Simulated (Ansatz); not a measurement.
TaAs:

```
Ta As
1.0
    -1.72181    1.72181    5.86794
     1.72181   -1.72181    5.86794
     1.72181    1.72181   -5.86794
Ta As
2 2
Cartesian
  0.0000 0.0000 5.8676
  1.7218 0.0000 2.9336
  0.0000 0.0000 0.9698
  0.0000 1.7218 3.9037
```

The cell is a database's computed one.

Program: Ansatz 0.2.0. Alike in all runs: task band structure; cell as given; cutoff (eV) 272; smearing fermi-dirac 0.05 eV; basis error allowed 0.002 eV/atom.

Task: Order these runs on this cell by their pressure, lowest first.
A. level PBE; potentials or basis all-electron LAPW, scalar-relativistic; spin off; k mesh 11 × 11 × 11
B. level PBEsol; potentials or basis all-electron LAPW, relativistic spinors; spin SOC, no magnetisation; k mesh 8 × 8 × 8
C. level LDA; potentials or basis all-electron LAPW, scalar-relativistic; spin off; k mesh 11 × 11 × 11

Result: C (-7.5 GPa), B (-3.8 GPa), A (2.2 GPa).

Caveats: the k mesh is thin for a metal, which can move the energy by tens of meV per atom (some runs).

Not every run made on this cell is shown here.
